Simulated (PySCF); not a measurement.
# BCl2F (SMILES FB(Cl)Cl): SVWN5/STO-6G

Aim: the vertical singlet–triplet gap of BCl2F at SVWN5/STO-6G, from 2 runs. Input form: a Python script.

Program for the calculation: PySCF 2.14.0.

4 further runs of the same task are left out: 4 set aside as unsound or not needed.

### 1 Starting point

The species is BCl2F (4 atoms), meant as a singlet with charge 0. SMILES: `FB(Cl)Cl`. The shape is that of a GFN2-xTB optimisation.

Bond lengths: B1–Cl2 1.712 Å, B1–Cl3 1.712 Å, B1–F4 1.323 Å. Angles: Cl2–B1–Cl3 123.6°, Cl2–B1–F4 118.2°, Cl3–B1–F4 118.2°.

### 2 A single-point energy at SVWN5/STO-6G

Input file calc.py:

```python
from pyscf import gto, dft

mol = gto.M(
    atom='B -0.037880 -0.063210 -0.000480; Cl 1.671570 -0.146640 0.013750; Cl -0.914230 1.407130 -0.016990; F -0.719460 -1.197280 0.003720',
    basis='sto-6g',
    max_memory=1860,
    charge=0,
    spin=0,
    verbose=4,
)

myscf = dft.RKS(mol)
myscf.xc = 'svwn'
myscf.grids.level = 5
myscf.conv_tol = 1e-10
myscf.kernel()
if not myscf.converged:
    myscf = myscf.newton().run(myscf.mo_coeff, myscf.mo_occ)

etot = myscf.e_tot
print('Final energy', etot)
```

The run is started by

```bash
OMP_NUM_THREADS=1 python calc.py
```

The program printed:

```text
PySCF version 2.14.0

[INPUT] num. atoms = 4
[INPUT] num. electrons = 48
[INPUT] charge = 0
[INPUT] spin (= nelec alpha-beta = 2S) = 0
[INPUT] symmetry False subgroup None
[INPUT] Mole.unit = angstrom
[INPUT] Symbol           X                Y                Z      unit          X                Y                Z       unit  Magmom
[INPUT]  1 B     -0.037880000000  -0.063210000000  -0.000480000000 AA   -0.071582825599  -0.119449588334  -0.000907068540 Bohr   0.0
[INPUT]  2 Cl     1.671570000000  -0.146640000000   0.013750000000 AA    3.158809498039  -0.277109438906   0.025983734213 Bohr   0.0
[INPUT]  3 Cl    -0.914230000000   1.407130000000  -0.016990000000 AA   -1.727644314861   2.659090321659  -0.032106446856 Bohr   0.0
[INPUT]  4 F     -0.719460000000  -1.197280000000   0.003720000000 AA   -1.359582357580  -2.262531294419   0.007029781183 Bohr   0.0

nuclear repulsion = 183.247378429857
number of shells = 16
number of NR pGTOs = 168
number of NR cGTOs = 28
basis = sto-6g
ecp = {}

******** <class 'pyscf.dft.rks.RKS'> ********
method = RKS
initial guess = minao
damping factor = 0
level_shift factor = 0
DIIS = <class 'pyscf.scf.diis.CDIIS'>
diis_start_cycle = 1
diis_space = 8
diis_damp = 0
SCF conv_tol = 1e-10
SCF conv_tol_grad = None
SCF max_cycles = 50
direct_scf = True
direct_scf_tol = 1e-13
XC library pyscf.dft.libxc version 7.0.0
    S. Lehtola, C. Steigemann, M. J.T. Oliveira, and M. A.L. Marques.,  SoftwareX 7, 1–5 (2018)
XC functionals = svwn
    P. A. M. Dirac.,  Math. Proc. Cambridge Philos. Soc. 26, 376 (1930)
    F. Bloch.,  Z. Phys. 57, 545 (1929)
    S. H. Vosko, L. Wilk, and M. Nusair.,  Can. J. Phys. 58, 1200 (1980)
radial grids:
    Treutler-Ahlrichs [JCP 102, 346 (1995); DOI:10.1063/1.469408] (M4) radial grids

becke partition: Becke, JCP 88, 2547 (1988); DOI:10.1063/1.454033
pruning grids: <function nwchem_prune>
grids dens level: 5
symmetrized grids: False
atomic radii adjust function: <function treutler_atomic_radii_adjust>
small_rho_cutoff = 0
Set gradient conv threshold to 1e-05
Initial guess from minao.
tot grids = 173136
init E= -1037.53819702863
  HOMO = -0.384952200008084  LUMO = -0.0508702938646391  gap/eV = 9.09083
cycle= 1 E= -1037.38063835101  delta_E= 0.158  |g|= 0.531  |ddm|= 2.74
  HOMO = -0.177353035464636  LUMO = -0.0427372506029677  gap/eV = 3.66308
cycle= 2 E= -1037.01796105468  delta_E= 0.363  |g|= 1.32  |ddm|=  2.2
  HOMO = -0.214256274578734  LUMO = -0.0159109430263092  gap/eV = 5.39725
cycle= 3 E= -1037.46715915466  delta_E= -0.449  |g|= 0.221  |ddm|= 1.51
  HOMO = -0.222141888520865  LUMO = 0.0121138859293368  gap/eV = 6.37442
cycle= 4 E= -1037.48671720257  delta_E= -0.0196  |g|= 0.0572  |ddm|= 0.475
  HOMO = -0.225131796831075  LUMO = 0.00807839533609633  gap/eV = 6.34597
cycle= 5 E= -1037.48783343507  delta_E= -0.00112  |g|= 0.00437  |ddm|= 0.0795
  HOMO = -0.225252656531138  LUMO = 0.00809743989796269  gap/eV = 6.34978
cycle= 6 E= -1037.48783969641  delta_E= -6.26e-06  |g|= 0.000275  |ddm|= 0.00618
  HOMO = -0.225256766134455  LUMO = 0.00812646643967563  gap/eV = 6.35068
cycle= 7 E= -1037.48783972885  delta_E= -3.24e-08  |g|= 9e-06  |ddm|= 0.000499
  HOMO = -0.225256891041832  LUMO = 0.00812739986371408  gap/eV = 6.35071
cycle= 8 E= -1037.48783972889  delta_E= -3.27e-11  |g|= 2.56e-06  |ddm|= 2.03e-05
  HOMO = -0.225256977524823  LUMO = 0.00812790332093694  gap/eV = 6.35073
Extra cycle  E= -1037.48783972889  delta_E= 6.82e-13  |g|= 3.14e-06  |ddm|= 1.28e-05
converged SCF energy = -1037.48783972889
Final energy -1037.4878397288867
```

It took 3.3 s on 1 thread of Intel Xeon Platinum 8488C (Sapphire Rapids), shared host; peak memory 0.15 GiB.

### 3 The triplet at the same level

Input file input.py:

```python
from pyscf import gto, dft

mol = gto.M(
    atom='''
B     -0.037880    -0.063210    -0.000480
Cl     1.671570    -0.146640     0.013750
Cl    -0.914230     1.407130    -0.016990
F     -0.719460    -1.197280     0.003720
''',
    spin=2,
    basis='sto-6g',
    charge=0,
    verbose=4,
    max_memory=1860,
)

mf = dft.UKS(mol, xc='svwn')
mf.conv_tol = 1e-10
mf.grids.level = 5
mf.kernel()
if not mf.converged:
    mf = mf.newton().run(mf.mo_coeff, mf.mo_occ)

e_final = mf.e_tot
print(f'total energy: {e_final:.8f} hartree')
```

The run is started by

```bash
OMP_NUM_THREADS=1 python input.py
```

The program printed:

```text
PySCF version 2.14.0

[INPUT] num. atoms = 4
[INPUT] num. electrons = 48
[INPUT] charge = 0
[INPUT] spin (= nelec alpha-beta = 2S) = 2
[INPUT] symmetry False subgroup None
[INPUT] Mole.unit = angstrom
[INPUT] Symbol           X                Y                Z      unit          X                Y                Z       unit  Magmom
[INPUT]  1 B     -0.037880000000  -0.063210000000  -0.000480000000 AA   -0.071582825599  -0.119449588334  -0.000907068540 Bohr   0.0
[INPUT]  2 Cl     1.671570000000  -0.146640000000   0.013750000000 AA    3.158809498039  -0.277109438906   0.025983734213 Bohr   0.0
[INPUT]  3 Cl    -0.914230000000   1.407130000000  -0.016990000000 AA   -1.727644314861   2.659090321659  -0.032106446856 Bohr   0.0
[INPUT]  4 F     -0.719460000000  -1.197280000000   0.003720000000 AA   -1.359582357580  -2.262531294419   0.007029781183 Bohr   0.0

[... 49 lines left out ...]
[... the frontier-level lines of each cycle are left out ...]
[... 11 lines left out ...]
[... 11 lines left out ...]
[... 11 lines left out ...]
[... 11 lines left out ...]
[... 5 lines left out ...]

cycle= 11 E= -1037.23567149083  delta_E= -1.41e-08  |g|= 1.61e-05  |ddm|= 0.000745


cycle= 12 E= -1037.23567149143  delta_E= -6e-10  |g|= 3.09e-06  |ddm|= 0.000259


cycle= 13 E= -1037.23567149145  delta_E= -1.98e-11  |g|= 4.59e-07  |ddm|= 7.78e-05


Extra cycle  E= -1037.23567149144  delta_E= 2.5e-12  |g|= 2.05e-06  |ddm|= 5.68e-05
converged SCF energy = -1037.23567149144  <S^2> = 2.0010917  2S+1 = 3.0007277
total energy: -1037.23567149 hartree
```

It took 5.1 s on 1 thread of Intel Xeon Platinum 8488C (Sapphire Rapids), shared host; peak memory 0.15 GiB.

### 4 Results

At SVWN5/STO-6G:

| quantity | value |
| --- | --- |
| singlet: total energy | -1037.48784 Eh |
| singlet: dipole moment | 1.28 D |
| singlet: HOMO energy | -6.13 eV |
| singlet: LUMO energy | 0.22 eV |
| singlet: HOMO–LUMO gap | 6.35 eV |
| triplet: total energy | -1037.23567 Eh |
| triplet: dipole moment | 0.89 D |
| triplet: ⟨S²⟩ | 2.001 |
| vertical energy of the triplet above the singlet | 6.862 eV |

At this shape the triplet lies 6.86 eV (662 kJ/mol) above the singlet. In a minimal basis such a difference can be off by several eV, whatever the method. Mulliken charges (singlet) run from -0.14 on Cl3 to +0.29 on B1.
